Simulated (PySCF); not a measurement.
Runs of PySCF 2.14.0 on F2GeBr2. The cell holds a molecule in a box, 5 atoms: a = 12.000 Å, b = 13.000 Å, c = 12.000 Å, α = 90.00°, β = 90.00°, γ = 90.00°. 

| task | level | three-body dispersion term | conv_tol | grid for exchange and correlation | frozen core bands | exxdiv | gap on the mesh (eV) |
| --- | --- | --- | --- | --- | --- | --- | --- |
| atomic charges | M06-L+D4 | yes | 1e-07 Ha | Becke, atom-centred | - | - | 5.42 |
| atomic charges | HLE16 | - | 1e-07 Ha | Becke, atom-centred | - | - | 4.64 |
| atomic charges | BLYP+D3(OP) | no | 1e-07 Ha | Becke, atom-centred | - | - | (a) |
| MP2 correlation energy | HF | - | 1e-08 Ha | - | 29 | ewald | 14.37 |

Alike in all rows: potentials or basis def2-svp (all-electron); no spin polarisation; cell as given; k mesh 1 × 1 × 1; smearing fixed.

Question: Fill in the values left out.

Answer: (a) 4.58.

Caveats: this is a molecule in a periodic box at the Γ point, so its band gap is the HOMO-LUMO gap; relativity is left out, which matters for the heavier elements; the basis of atomic orbitals isn't converged, which shifts pressures, moduli and gaps; the basis is small and the box finite, so much correlation energy is missing and levels can be off by tenths of an eV (some runs).

A k mesh can miss the band edges, and the runs leave out spin-orbit coupling on Br, Ge.

Runs at the PBE level aren't shown here.
